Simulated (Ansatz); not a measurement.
# C2H3AlO (SMILES C#C[O][AlH2]): one structure at several levels

The task here is to estimate one member of a computed series from the others.

Program: Ansatz 0.2.0, Gaussian basis. Level of theory: single points in def2-TZVPP. These are calculated values, not measurements.

Cores are frozen in the correlated methods.

## The starting structure

SMILES `C#C[O][AlH2]`, 7 atoms, charge 0, spin multiplicity 1.

Atoms are counted from 1 here; the program's logs count them from 0.

Bond lengths: C1–C2 1.141 Å, C1–H5 1.099 Å, C2–O3 1.329 Å, O3–Al4 1.671 Å, Al4–H6 1.528 Å, Al4–H7 1.431 Å. Angles: C2–C1–H5 175.4°, C1–C2–O3 173.2°, C2–O3–Al4 173.6°, O3–Al4–H6 116.8°, O3–Al4–H7 118.1°, H6–Al4–H7 125.0°.

Coordinates:

```mol
C2H3AlO
  3D, bonds by distance, orders not assigned

  7  6  0  0  0  0  0  0  0  0999 V2000
    1.7408   -0.4009    1.4838 C   0  0
    0.8697   -0.1658    0.7854 C   0  0
   -0.0649    0.0281   -0.1395 O   0  0
   -1.3620    0.2846   -1.1605 Al  0  0
    2.5685   -0.5480    2.1913 H   0  0
   -2.3389    1.3924   -0.7691 H   0  0
   -1.4832   -0.5460   -2.3194 H   0  0
  1  2  8  0
  1  5  8  0
  2  3  8  0
  3  4  8  0
  4  6  8  0
  4  7  8  0
M  END
```

The first run:

Input file run/in.yaml:

```yaml
crystal:
  periodic: [false, false, false]
  atoms:
    - {symbol: C, position_ang: [1.740800, -0.400900, 1.483800]}
    - {symbol: C, position_ang: [0.869700, -0.165800, 0.785400]}
    - {symbol: O, position_ang: [-0.064900, 0.028100, -0.139500]}
    - {symbol: Al, position_ang: [-1.362000, 0.284600, -1.160500]}
    - {symbol: H, position_ang: [2.568500, -0.548000, 2.191300]}
    - {symbol: H, position_ang: [-2.338900, 1.392400, -0.769100]}
    - {symbol: H, position_ang: [-1.483200, -0.546000, -2.319400]}
basis:
  gaussian: {orbitals: def2-TZVPP}
correlation: {method: ccsd_t}
output: {forces: true}
```

The command line of these runs was not kept.

Steps of the session up to this table: CCSD(T)/def2-TZVPP; PBE0-D4/def2-TZVPP; wB97M-V/def2-TZVPP; r2SCAN-D4/def2-TZVPP; PBE-D4/def2-TZVPP; wB97X-V/def2-TZVPP; CAM-B3LYP-D4/def2-TZVPP.

One table of the session follows, with a row left open; its other results are not shown here.

| method | RMS force component (eV/Å) | angle to CCSD(T) forces (°) | dipole (D) |
| --- | --- | --- | --- |
| CCSD(T) | 3.319 | reference | 1.04 |
| PBE0-D4 | ? | ? | ? |
| wB97M-V | 2.988 | 2.7 | 1.14 |
| r2SCAN-D4 | 3.225 | 3.0 | 1.17 |
| PBE-D4 | 3.376 | 2.4 | 1.16 |
| wB97X-V | 3.030 | 2.7 | 1.13 |
| CAM-B3LYP-D4 | 2.910 | 4.0 | 1.12 |

Q: Estimate the row for PBE0-D4 from the others.

The run gave: RMS force component (eV/Å): 3.165; angle to CCSD(T) forces (°): 4.1; dipole (D): 1.18. In the column «RMS force component (eV/Å)» it lies between wB97X-V (3.030) and r2SCAN-D4 (3.225).
